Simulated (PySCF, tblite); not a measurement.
# CH2NSiTe radical: EPR parameters

Wanted: EPR parameters for CH2NSiTe radical (`N#C[SiH][TeH]`).

Computed with tblite 0.8.0 and PySCF 2.14.0 and routines of our own; the level stands in each step. Atoms count from 0.

## Step 1: The starting structure

6 atoms, charge 0, multiplicity 2; geometry from: force field or distance geometry start.

## Step 2: Relaxing the molecule with GFN2-xTB

The job: settings as JSON, then the geometry in Å.

```
{"job": {"kind": "relax", "xc": "GFN2-xTB", "basis": "xTB"}, "charge": 0, "multiplicity": 2}
N     -2.388300    -1.306000     0.112900
C     -1.555600    -0.527800    -0.068600
Si    -0.221000     0.654800    -0.339800
Te     1.910800    -0.016000     0.739700
H     -0.599100     2.020600     0.008300
H      2.856300    -0.823600    -0.474000
```

Started as:

```sh
> OMP_NUM_THREADS=1 python heavy_run.py task.json out
```

The driver reads the jobs from task.json and runs them one after another.

Log:

```text
step      E/eV     max force
  0    -293.77573    1.272
  1    -293.81048    1.711
  2    -293.86554    0.959
  3    -293.88127    0.444
  4    -293.91437    0.791
  5    -293.93061    0.556
  6    -293.94933    0.536
  7    -293.96040    0.392
  8    -293.96806    0.313
  9    -293.97131    0.223
 10    -293.97476    0.201
 11    -293.97784    0.234
 12    -293.98050    0.189
 13    -293.98196    0.101
 14    -293.98257    0.059
 15    -293.98277    0.043
 16    -293.98288    0.042
 17    -293.98306    0.051
 18    -293.98337    0.069
 19    -293.98381    0.080
 20    -293.98423    0.064
 21    -293.98442    0.029
 22    -293.98446    0.015
 23    -293.98448    0.016
 24    -293.98451    0.020
 25    -293.98456    0.033
 26    -293.98466    0.045
 27    -293.98477    0.039
 28    -293.98484    0.025
 29    -293.98488    0.022
 30    -293.98492    0.029
 31    -293.98500    0.050
 32    -293.98516    0.072
 33    -293.98544    0.082
 34    -293.98577    0.065
 35    -293.98615    0.076
 36    -293.98658    0.078
 37    -293.98732    0.118
 38    -293.98886    0.185
 39    -293.98812    0.250
 40    -293.97750    0.539
 41    -293.99100    0.196
 42    -293.99209    0.099
 43    -293.99301    0.078
 44    -293.99360    0.070
 45    -293.99382    0.030
 46    -293.99386    0.026
 47    -293.99396    0.028
 48    -293.99408    0.041
 49    -293.99442    0.066
 50    -293.99498    0.074
 51    -293.99574    0.063
 52    -293.99619    0.031
 53    -293.99636    0.025
 54    -293.99645    0.027
 55    -293.99653    0.030
 56    -293.99663    0.054
 57    -293.99673    0.050
 58    -293.99678    0.037
 59    -293.99679    0.012
 60    -293.99679    0.008
```

It took 0.15 s on 1 thread of Intel Xeon 6975P-C, shared host.

Relaxation path: (not every step is listed) (the energy doesn't fall at every step)

```csv
step,energy from step 0 (eV),largest force (eV/Å)
0,0.0000,1.2723
1,-0.0347,1.7108
2,-0.0898,0.9594
3,-0.1055,0.4437
4,-0.1386,0.7914
5,-0.1549,0.5563
6,-0.1736,0.5363
7,-0.1847,0.3924
8,-0.1923,0.3128
12,-0.2048,0.1887
16,-0.2072,0.0422
20,-0.2085,0.0642
24,-0.2088,0.0198
28,-0.2091,0.0252
32,-0.2094,0.0719
36,-0.2108,0.0779
40,-0.2018,0.5389
44,-0.2179,0.0702
48,-0.2183,0.0406
52,-0.2205,0.0310
55,-0.2208,0.0300
56,-0.2209,0.0542
57,-0.2210,0.0498
58,-0.2210,0.0371
59,-0.2211,0.0117
60,-0.2211,0.0079
```

Close pairs (by a distance rule), those that changed most:

```csv
bond,before (Å),after (Å),change (Å)
Te3–H5,1.738,1.649,-0.089
C1–Si2,1.804,1.850,+0.047
Si2–H4,1.459,1.464,+0.004
Si2–Te3,2.482,2.479,-0.003
N0–C1,1.154,1.151,-0.003
```

The final coordinates are the input of the step that follows.

## Step 3: Vibrational analysis with GFN2-xTB

The job: settings as JSON, then the geometry in Å.

```
{"job": {"kind": "ir", "xc": "GFN2-xTB", "basis": "xTB"}, "charge": 0, "multiplicity": 2}
N     -2.208098    -1.371968    -0.027182
C     -1.421665    -0.532706    -0.079184
Si    -0.103514     0.732796    -0.370213
Te     2.111422     0.255294     0.634743
H     -0.649088     1.982857     0.161001
H      2.274066    -1.064282    -0.340739
```

Log:

```text
mode    cm-1     km/mol
  1      66.9      6.48
  2     108.7      3.81
  3     248.2      5.62
  4     292.4      1.04
  5     372.3      9.50
  6     391.0     27.89
  7     573.1     99.23
  8     631.1     19.65
  9     681.9     81.17
 10    1920.4    526.10
 11    2225.8    414.64
 12    2261.2    228.16
```

Wall time 0.07 s (1 thread of Intel Xeon 6975P-C, shared host).

Which atoms move in the most intense modes:

```csv
cm⁻¹,km/mol,atoms
372,9.5,"Si2 58 %, C1 14 %, Te3 13 %"
391,27.9,"H4 63 %, C1 17 %, Si2 13 %"
573,99.2,"H5 62 %, H4 26 %"
631,19.6,"H4 35 %, Si2 20 %, N0 20 %, C1 14 %"
682,81.2,"Si2 32 %, H4 31 %, H5 18 %"
1920,526.1,H5 99 %
2226,414.6,H4 95 %
2261,228.2,"C1 56 %, N0 42 %"
```

## Step 4: Relaxing the molecule at PBE0-D3(BJ)/def2-SVP

The job: settings as JSON, then the geometry in Å.

```
{"job": {"xc": "PBE0", "basis": "def2-SVP", "d3": "d3bj", "grid": 1, "maxiter": 30, "shake": 0.01, "kind": "geom"}, "charge": 0, "multiplicity": 2}
N     -2.187690    -1.397520    -0.023000
C     -1.427340    -0.537230    -0.081340
Si    -0.123710     0.730480    -0.378870
Te     2.144650     0.257550     0.631220
H     -0.651900     1.976180     0.150450
H      2.270160    -1.059460    -0.343120
```

Log:

```text
step   0  E = -651.14688538  max force = 0.025308
step   1  E = -651.14884008  max force = 0.003356
step   2  E = -651.14920139  max force = 0.001473
step   3  E = -651.14936108  max force = 0.001449
step   4  E = -651.14937948  max force = 0.000813
step   5  E = -651.14940104  max force = 0.000684
step   6  E = -651.14940755  max force = 0.000237
optimisation converged
```

Run time: 19 s. Hardware: 1 thread of Intel Xeon 6975P-C, shared host; peak memory 0.37 GiB.

Step by step:

```csv
step,energy from step 0 (eV),largest force component (eV/Å)
0,0.0000,1.3014
1,-0.0532,0.1726
2,-0.0630,0.0757
3,-0.0674,0.0745
4,-0.0679,0.0418
5,-0.0685,0.0352
6,-0.0686,0.0122
```

Distances of close pairs at the start and the end, largest changes first:

```csv
bond,before (Å),after (Å),change (Å)
Si2–Te3,2.528,2.482,-0.045
Si2–H4,1.453,1.494,+0.041
Te3–H5,1.643,1.665,+0.021
N0–C1,1.150,1.163,+0.013
C1–Si2,1.843,1.848,+0.005
```

The next job starts from the end point, and lists it.

```csv
at the end point,value
point group (found at 0.08 Å tolerance),C1
"rotational constants (GHz, main isotopes)","9.640, 1.199, 1.079"
dipole moment (D),3.33
⟨S²⟩,0.756
```

## Step 5: EPR parameters: PBE0/pcH-1 Te:dyall-v2z, spin–orbit

The job: settings as JSON, then the geometry in Å.

```
{"job": {"kind": "hepr", "xc": "PBE0", "basis": {"default": "pcH-1", "Te": "dyall-v2z"}, "rel": "so"}, "charge": 0, "multiplicity": 2}
N     -2.074411    -1.425053    -0.072556
C     -1.322195    -0.541938    -0.153559
Si    -0.114405     0.826639    -0.440631
Te     2.089719     0.276440     0.559981
H     -0.635938     2.049117     0.240789
H      2.081678    -1.215100    -0.178877
```

Method: PBE0/pcH-1 Te:dyall-v2z EPR parameters from three collinear SCF solutions, X2C with spin-orbit coupling, screened-nuclear two-electron part, Gaussian nuclei, gas phase.

Log:

```text
spin-free SCF
coarse grid: 29688 points
cycle   1  E = -7177.3217929052  dE =  5.794e-03  |g| = 2.966e-01  |ddm| = 1.754e+00
cycle   2  E = -7177.1802079247  dE =  1.416e-01  |g| = 6.107e-01  |ddm| = 6.883e-01
cycle   3  E = -7177.3631133181  dE = -1.829e-01  |g| = 8.430e-02  |ddm| = 4.474e-01
cycle   4  E = -7177.3658156577  dE = -2.702e-03  |g| = 3.915e-02  |ddm| = 9.055e-02
cycle   5  E = -7177.3665855480  dE = -7.699e-04  |g| = 6.910e-03  |ddm| = 4.246e-02
cycle   6  E = -7177.3666213164  dE = -3.577e-05  |g| = 3.834e-03  |ddm| = 1.431e-02
cycle   7  E = -7177.3666352875  dE = -1.397e-05  |g| = 9.662e-04  |ddm| = 8.397e-03
cycle   8  E = -7177.3666376218  dE = -2.334e-06  |g| = 5.744e-04  |ddm| = 3.878e-03
final grid: 58920 points
cycle   9  E = -7177.3673211721  dE = -3.702e-06  |g| = 1.966e-03  |ddm| = 1.796e-03
cycle  10  E = -7177.3673211680  dE =  4.065e-09  |g| = 8.686e-04  |ddm| = 1.527e-03
cycle  11  E = -7177.3673209406  dE =  2.274e-07  |g| = 1.201e-03  |ddm| = 1.558e-03
cycle  12  E = -7177.3673215487  dE = -6.081e-07  |g| = 3.179e-04  |ddm| = 7.831e-04
cycle  13  E = -7177.3673216041  dE = -5.536e-08  |g| = 7.876e-05  |ddm| = 2.749e-04
cycle  14  E = -7177.3673216330  dE = -2.894e-08  |g| = 5.637e-05  |ddm| = 3.875e-04
cycle  15  E = -7177.3673216370  dE = -3.951e-09  |g| = 8.442e-06  |ddm| = 1.352e-04
converged SCF energy = -7177.3673216370
two-component SCF, magnetisation along principal axis 1
cycle   1  E = -7176.5390695765  dE = -7.177e+03  |FDS-SDF| = 1.134e+02
cycle   2  E = -7178.4538046893  dE = -1.915e+00  |FDS-SDF| = 3.736e-01
cycle   3  E = -7178.4545905194  dE = -7.858e-04  |FDS-SDF| = 1.405e-02
cycle   4  E = -7178.4546467059  dE = -5.619e-05  |FDS-SDF| = 7.962e-03
cycle   5  E = -7178.4546573412  dE = -1.064e-05  |FDS-SDF| = 2.310e-03
cycle   6  E = -7178.4546630813  dE = -5.740e-06  |FDS-SDF| = 1.167e-03
cycle   7  E = -7178.4546643002  dE = -1.219e-06  |FDS-SDF| = 9.238e-04
cycle   8  E = -7178.4546647068  dE = -4.066e-07  |FDS-SDF| = 2.708e-04
cycle   9  E = -7178.4546648252  dE = -1.185e-07  |FDS-SDF| = 1.131e-04
cycle  10  E = -7178.4546648734  dE = -4.819e-08  |FDS-SDF| = 6.613e-05
cycle  11  E = -7178.4546649015  dE = -2.807e-08  |FDS-SDF| = 3.865e-05
converged, E = -7178.4546649015
two-component SCF, magnetisation along principal axis 2
cycle   1  E = -7176.5390695764  dE = -7.177e+03  |FDS-SDF| = 1.134e+02
cycle   2  E = -7178.4538063089  dE = -1.915e+00  |FDS-SDF| = 3.736e-01
cycle   3  E = -7178.4545924616  dE = -7.862e-04  |FDS-SDF| = 1.405e-02
cycle   4  E = -7178.4546485892  dE = -5.613e-05  |FDS-SDF| = 7.958e-03
cycle   5  E = -7178.4546591697  dE = -1.058e-05  |FDS-SDF| = 2.304e-03
cycle   6  E = -7178.4546648437  dE = -5.674e-06  |FDS-SDF| = 1.157e-03
cycle   7  E = -7178.4546660276  dE = -1.184e-06  |FDS-SDF| = 9.143e-04
cycle   8  E = -7178.4546664140  dE = -3.864e-07  |FDS-SDF| = 2.654e-04
cycle   9  E = -7178.4546665191  dE = -1.051e-07  |FDS-SDF| = 1.061e-04
cycle  10  E = -7178.4546665587  dE = -3.963e-08  |FDS-SDF| = 6.049e-05
cycle  11  E = -7178.4546665811  dE = -2.234e-08  |FDS-SDF| = 3.564e-05
converged, E = -7178.4546665811
two-component SCF, magnetisation along principal axis 3
cycle   1  E = -7176.5390695765  dE = -7.177e+03  |FDS-SDF| = 1.134e+02
cycle   2  E = -7178.4538066786  dE = -1.915e+00  |FDS-SDF| = 3.736e-01
cycle   3  E = -7178.4545932759  dE = -7.866e-04  |FDS-SDF| = 1.405e-02
cycle   4  E = -7178.4546495544  dE = -5.628e-05  |FDS-SDF| = 7.958e-03
cycle   5  E = -7178.4546601563  dE = -1.060e-05  |FDS-SDF| = 2.305e-03
cycle   6  E = -7178.4546658354  dE = -5.679e-06  |FDS-SDF| = 1.158e-03
cycle   7  E = -7178.4546670116  dE = -1.176e-06  |FDS-SDF| = 9.149e-04
cycle   8  E = -7178.4546673940  dE = -3.824e-07  |FDS-SDF| = 2.631e-04
cycle   9  E = -7178.4546674946  dE = -1.006e-07  |FDS-SDF| = 1.038e-04
cycle  10  E = -7178.4546675316  dE = -3.697e-08  |FDS-SDF| = 5.875e-05
cycle  11  E = -7178.4546675522  dE = -2.066e-08  |FDS-SDF| = 3.456e-05
converged, E = -7178.4546675522

g tensor 1.98838 1.99832 2.11768   isotropic 2.03479

Hyperfine (MHz)
atom isotope      a_iso        A1        A2        A3
  0    14N        2.25      -2.30      -1.76      10.83
  1    13C       39.31      31.15      37.57      49.22
  2   29Si     -589.42    -716.09    -533.44    -518.75
  3  125Te      138.61    -471.08     345.85     541.06
  4     1H       46.58      39.92      46.22      53.60
  5     1H       -4.62      -8.78      -5.40       0.33

Field gradients (au) and densities at the nuclei (bohr^-3)
atom        Vxx        Vyy        Vzz        centre      nuclear mean
  0 N      0.5051     0.5698    -1.0748        206.077        206.072
  1 C      0.1929     0.2020    -0.3950        126.566        126.564
  2 Si     0.0512     0.3810    -0.4322       1581.722       1584.518
  3 Te     1.7609     5.4519    -7.2128     224909.527     218098.520
  4 H     -0.0632    -0.0736     0.1368          0.414          0.414
  5 H     -0.0618    -0.0815     0.1433          0.379          0.379
without picture change
  3 Te                          -7.8142                    485643.657
```

Run time: 84 s. Hardware: 1 thread of Intel Xeon 6975P-C, shared host; peak memory 0.94 GiB.

In short:

```csv
quantity,value
g(iso),2.0348
```

Mulliken spin populations:

```csv
atom,value (e)
N0,0.10
C1,-0.05
Si2,0.76
Te3,0.18
H4,0.01
H5,0.00
```

## Step 6: EPR parameters: PBE0/pcH-1 Te:dyall-v2z, spin-free

The job: settings as JSON, then the geometry in Å.

```
{"job": {"kind": "hepr", "xc": "PBE0", "basis": {"default": "pcH-1", "Te": "dyall-v2z"}, "rel": "sf"}, "charge": 0, "multiplicity": 2}
N     -2.074411    -1.425053    -0.072556
C     -1.322195    -0.541938    -0.153559
Si    -0.114405     0.826639    -0.440631
Te     2.089719     0.276440     0.559981
H     -0.635938     2.049117     0.240789
H      2.081678    -1.215100    -0.178877
```

Level: PBE0/pcH-1 Te:dyall-v2z EPR parameters from three collinear SCF solutions, X2C without spin-orbit coupling, Gaussian nuclei, gas phase.

Log:

```text
spin-free SCF
coarse grid: 29688 points
cycle   1  E = -7177.3217929052  dE =  5.794e-03  |g| = 2.966e-01  |ddm| = 1.754e+00
cycle   2  E = -7177.1802079247  dE =  1.416e-01  |g| = 6.107e-01  |ddm| = 6.883e-01
cycle   3  E = -7177.3631133181  dE = -1.829e-01  |g| = 8.430e-02  |ddm| = 4.474e-01
cycle   4  E = -7177.3658156577  dE = -2.702e-03  |g| = 3.915e-02  |ddm| = 9.055e-02
cycle   5  E = -7177.3665855480  dE = -7.699e-04  |g| = 6.910e-03  |ddm| = 4.246e-02
cycle   6  E = -7177.3666213164  dE = -3.577e-05  |g| = 3.834e-03  |ddm| = 1.431e-02
cycle   7  E = -7177.3666352875  dE = -1.397e-05  |g| = 9.662e-04  |ddm| = 8.397e-03
cycle   8  E = -7177.3666376218  dE = -2.334e-06  |g| = 5.744e-04  |ddm| = 3.878e-03
final grid: 58920 points
cycle   9  E = -7177.3673211721  dE = -3.702e-06  |g| = 1.966e-03  |ddm| = 1.796e-03
cycle  10  E = -7177.3673211680  dE =  4.065e-09  |g| = 8.686e-04  |ddm| = 1.527e-03
cycle  11  E = -7177.3673209406  dE =  2.274e-07  |g| = 1.201e-03  |ddm| = 1.558e-03
cycle  12  E = -7177.3673215487  dE = -6.081e-07  |g| = 3.179e-04  |ddm| = 7.831e-04
cycle  13  E = -7177.3673216041  dE = -5.536e-08  |g| = 7.876e-05  |ddm| = 2.749e-04
cycle  14  E = -7177.3673216330  dE = -2.894e-08  |g| = 5.637e-05  |ddm| = 3.875e-04
cycle  15  E = -7177.3673216370  dE = -3.951e-09  |g| = 8.442e-06  |ddm| = 1.352e-04
converged SCF energy = -7177.3673216370
two-component SCF, magnetisation along principal axis 1
cycle   1  E = -7177.3673216381  dE = -7.177e+03  |FDS-SDF| = 1.194e-05
cycle   2  E = -7177.3673216383  dE = -1.473e-10  |FDS-SDF| = 9.239e-06
converged, E = -7177.3673216383
two-component SCF, magnetisation along principal axis 2
cycle   1  E = -7177.3673216381  dE = -7.177e+03  |FDS-SDF| = 1.194e-05
cycle   2  E = -7177.3673216383  dE = -1.346e-10  |FDS-SDF| = 9.239e-06
converged, E = -7177.3673216383
two-component SCF, magnetisation along principal axis 3
cycle   1  E = -7177.3673216381  dE = -7.177e+03  |FDS-SDF| = 1.194e-05
cycle   2  E = -7177.3673216382  dE = -1.328e-10  |FDS-SDF| = 9.239e-06
converged, E = -7177.3673216382

g tensor 2.00234 2.00248 2.00251   isotropic 2.00245

Hyperfine (MHz)
atom isotope      a_iso        A1        A2        A3
  0    14N        2.26      -2.31      -1.74      10.83
  1    13C       39.62      31.29      37.98      49.60
  2   29Si     -587.36    -723.52    -520.62    -517.95
  3  125Te      114.09    -425.57     350.70     417.15
  4     1H       46.50      39.84      46.44      53.23
  5     1H       -0.75      -3.51      -1.04       2.30

Field gradients (au) and densities at the nuclei (bohr^-3)
atom        Vxx        Vyy        Vzz        centre      nuclear mean
  0 N      0.5050     0.5700    -1.0750        206.078        206.072
  1 C      0.1928     0.2020    -0.3948        126.566        126.564
  2 Si     0.0517     0.3793    -0.4310       1581.722       1584.518
  3 Te     1.7504     5.4608    -7.2113     224746.678     217935.551
  4 H     -0.0632    -0.0736     0.1368          0.414          0.414
  5 H     -0.0618    -0.0816     0.1434          0.379          0.379
without picture change
  3 Te                          -7.8167                    485661.253
```

Wall time 30 s (1 thread of Intel Xeon 6975P-C, shared host); peak memory 0.86 GiB.

In short:

```csv
quantity,value
g(iso),2.0025
```

## Step 7: EPR parameters: PBE0/pcH-1 Te:dyall-v2z, non-relativistic

The job: settings as JSON, then the geometry in Å.

```
{"job": {"kind": "hepr", "xc": "PBE0", "basis": {"default": "pcH-1", "Te": "dyall-v2z"}, "rel": "nr"}, "charge": 0, "multiplicity": 2}
N     -2.074411    -1.425053    -0.072556
C     -1.322195    -0.541938    -0.153559
Si    -0.114405     0.826639    -0.440631
Te     2.089719     0.276440     0.559981
H     -0.635938     2.049117     0.240789
H      2.081678    -1.215100    -0.178877
```

With the program's defaults for keys left out, this is: PBE0/pcH-1 Te:dyall-v2z EPR parameters from three collinear SCF solutions, non-relativistic, Gaussian nuclei, gas phase.

Log:

```text
non-relativistic SCF
coarse grid: 29688 points
cycle   1  E = -6996.9495198313  dE = -2.180e+02  |g| = 5.659e+00  |ddm| = 2.304e+00
cycle   2  E = -6996.9039979622  dE =  4.552e-02  |g| = 1.709e+00  |ddm| = 1.010e+00
cycle   3  E = -6996.6805621592  dE =  2.234e-01  |g| = 1.238e+00  |ddm| = 1.273e+00
cycle   4  E = -6997.0553377684  dE = -3.748e-01  |g| = 5.843e-01  |ddm| = 9.347e-01
cycle   5  E = -6997.1956236923  dE = -1.403e-01  |g| = 1.057e-01  |ddm| = 3.707e-01
cycle   6  E = -6997.1998461191  dE = -4.222e-03  |g| = 3.013e-02  |ddm| = 1.260e-01
cycle   7  E = -6997.2004124911  dE = -5.664e-04  |g| = 7.416e-03  |ddm| = 5.503e-02
cycle   8  E = -6997.2004545236  dE = -4.203e-05  |g| = 1.896e-03  |ddm| = 1.184e-02
cycle   9  E = -6997.2004594366  dE = -4.913e-06  |g| = 9.393e-04  |ddm| = 4.443e-03
final grid: 58920 points
cycle  10  E = -6997.2006287039  dE = -1.470e-06  |g| = 8.940e-04  |ddm| = 2.749e-03
cycle  11  E = -6997.2006287563  dE = -5.238e-08  |g| = 1.311e-03  |ddm| = 2.329e-03
cycle  12  E = -6997.2006296371  dE = -8.809e-07  |g| = 4.962e-04  |ddm| = 1.246e-03
cycle  13  E = -6997.2006298134  dE = -1.762e-07  |g| = 2.274e-04  |ddm| = 4.507e-04
cycle  14  E = -6997.2006300000  dE = -1.866e-07  |g| = 8.746e-05  |ddm| = 9.069e-04
cycle  15  E = -6997.2006300213  dE = -2.126e-08  |g| = 6.643e-05  |ddm| = 3.445e-04
cycle  16  E = -6997.2006300258  dE = -4.562e-09  |g| = 1.852e-05  |ddm| = 1.156e-04
converged SCF energy = -6997.2006300258
two-component SCF, magnetisation along principal axis 1
cycle   1  E = -6997.2006300258  dE = -6.997e+03  |FDS-SDF| = 2.619e-05
cycle   2  E = -6997.2006300264  dE = -5.421e-10  |FDS-SDF| = 1.775e-05
converged, E = -6997.2006300264
two-component SCF, magnetisation along principal axis 2
cycle   1  E = -6997.2006300258  dE = -6.997e+03  |FDS-SDF| = 2.619e-05
cycle   2  E = -6997.2006300264  dE = -5.339e-10  |FDS-SDF| = 1.775e-05
converged, E = -6997.2006300264
two-component SCF, magnetisation along principal axis 3
cycle   1  E = -6997.2006300258  dE = -6.997e+03  |FDS-SDF| = 2.619e-05
cycle   2  E = -6997.2006300264  dE = -5.457e-10  |FDS-SDF| = 1.775e-05
converged, E = -6997.2006300264

Hyperfine (MHz)
atom isotope      a_iso        A1        A2        A3
  0    14N        2.26      -2.33      -1.74      10.85
  1    13C       38.80      30.47      37.19      48.75
  2   29Si     -616.05    -752.41    -549.19    -546.54
  3  125Te       27.95    -437.76     233.82     287.79
  4     1H       43.59      36.89      43.49      50.38
  5     1H        0.20      -2.50      -0.09       3.20

Field gradients (au) and densities at the nuclei (bohr^-3)
atom        Vxx        Vyy        Vzz        centre      nuclear mean
  0 N      0.5058     0.5711    -1.0769        204.287        204.281
  1 C      0.1925     0.2018    -0.3944        125.761        125.758
  2 Si     0.0621     0.3650    -0.4271       1759.196       1758.475
  3 Te     1.2287     4.8418    -6.0704      98274.705      97924.596
  4 H     -0.0632    -0.0738     0.1371          0.414          0.414
  5 H     -0.0653    -0.0851     0.1504          0.383          0.383
```

Wall time 24 s (1 thread of Intel Xeon 6975P-C, shared host); peak memory 0.8 GiB.

## Step 8: Results

```
                                                  quantity                                             value
                 strongest single infrared mode (GFN2-xTB)                             1920 cm⁻¹, 526 km/mol
                              zero-point energy (GFN2-xTB)                                     14.0 kcal/mol
                                               point group                                                C1
                      rotational constants (main isotopes)                              9.64, 1.20, 1.08 GHz
      g(iso) (step 5, PBE0/pcH-1 Te:dyall-v2z, spin–orbit)                                            2.0348
      a(iso) (step 5, PBE0/pcH-1 Te:dyall-v2z, spin–orbit)  29Si Si2 -589.4, 125Te Te3 138.6, 1H H4 46.6 MHz
       g(iso) (step 6, PBE0/pcH-1 Te:dyall-v2z, spin-free)                                            2.0025
       a(iso) (step 6, PBE0/pcH-1 Te:dyall-v2z, spin-free)  29Si Si2 -587.4, 125Te Te3 114.1, 1H H4 46.5 MHz
a(iso) (step 7, PBE0/pcH-1 Te:dyall-v2z, non-relativistic)      29Si Si2 -616.0, 1H H4 43.6, 13C C1 38.8 MHz
```

What this shows: All 12 modes are real, so the xTB geometry is a minimum. The strongest single mode, at 1920 cm⁻¹, moves mainly H5. GFN2-xTB is a fitted tight-binding method: band positions and strengths are rough. Its intensities can rank the bands wrongly. Relaxing lowered the energy by 0.069 eV in 6 steps; the close pair that moved most is Si2–Te3, from 2.528 to 2.482 Å (PBE0/def2-SVP). No frequency check was run at this level, so the end point may be a saddle. Without spin-orbit coupling g stays near the free electron's, so those rows hold no g shift.
